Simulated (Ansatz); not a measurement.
2 structures of CO2: a ranking of polymorphs by energy, run with Ansatz 0.2.0, Python API.

Input file `co2_cmce.extxyz`:
```text
6
Lattice="2.63591123 -2.38737812 0.0 2.63591123 2.38737812 0.0 0.0 0.0 6.58717491" Properties=species:S:1:pos:R:3 pbc="T T T"
C     0.00000000    0.00000000    0.00000000
C     2.63591123    0.00000000    3.29358745
O     2.63591123   -1.46350371    5.87472840
O     2.63591123    1.46350371    0.71244651
O     2.63591123   -0.92387441    2.58114095
O     2.63591123    0.92387441    4.00603396
```

Contents of `co2_i_42d.extxyz`:
```text
6
Lattice="-1.974727 1.974727 3.014058 1.974727 -1.974727 3.014058 1.974727 1.974727 -3.014058" Properties=species:S:1:pos:R:3 pbc="T T T"
C    -0.00000000    1.97472700    1.50702900
C     0.00000000    0.00000000    0.00000000
O    -0.98736350    1.32226930    2.26054350
O     2.96209050    0.65245770   -0.75351450
O     0.65245770    0.98736350    0.75351450
O     1.32226930    0.98736350    3.76757250
```

`run_polymorphs.py`:
```python
"""Polymorphs of CO2, at the given cells."""

import warnings

import ansatz as az
import numpy as np
import pandas as pd


def compute(name, crystal):
    calc = crystal.calculation()
    calc = calc.basis(37 * az.Ry)
    calc = calc.functional("r2scan")
    calc = calc.scf(algorithm="direct_min").kpoints(spacing=0.52)
    calc = calc.occupations("fixed").stress()
    calc = calc.band_table()
    return calc.run()


def volume_per_atom(outcome):
    return abs(np.linalg.det(outcome.lattice.cell_ang)) / len(outcome.lattice.sites)


def pressure_gpa(outcome):
    return float(np.trace(outcome.report["stress_gpa"]) / 3)

warnings.simplefilter("ignore", az.DeckWarning)

phases = {}
cmce = az.Crystal.from_extxyz("co2_cmce.extxyz")
phases["Cmce"] = cmce
i_42d = az.Crystal.from_extxyz("co2_i_42d.extxyz")
phases["I-42d"] = i_42d

done = {}
for name, crystal in phases.items():
    try:
        done[name] = compute(name, crystal)
    except az.NonConvergedError as error:
        print(name, "did not converge:", str(error)[:120])

energy = {name: o.report["energy_sigma0_ev"] / len(o.lattice.sites) for name, o in done.items()}
lowest = min(energy.values())
rows = [(name, len(o.lattice.sites), 1000 * (energy[name] - lowest), volume_per_atom(o), pressure_gpa(o)) for name, o in done.items()]
rows.sort(key=lambda row: row[2])
print(pd.DataFrame(rows, columns=["phase", "atoms", "dE (meV/atom)", "V (A^3/atom)", "P (GPa)"]).round(4).to_string(index=False))
```

Which of these structures comes out lowest, and how far apart are they?

By space group at the end of each run: Cmce (+0 meV an atom, 13.8 Å³) and I-42d (+408 meV an atom, 7.8 Å³).

What the script printed:

```console
$ python run_polymorphs.py
phase  atoms  dE (meV/atom)  V (A^3/atom)  P (GPa)
 Cmce      6         0.0000       13.8175  -1.5634
I-42d      6       407.6388        7.8356  -7.9292
```

Notes:
- These settings explore the input space; cutoff and mesh may be short of convergence.
- Pressure is positive in compression.
- The cells come from databases of deposited and of computed structures, and not all need be stable phases.
- The ranking holds among these structures alone, at zero temperature; the ground state may be another structure. Differences under 10 to 15 meV an atom lie within the error of mesh and functional.
- Timing: 29 s on 1 thread of Arm Neoverse V1 (shared host), peak memory 0.58 GiB.
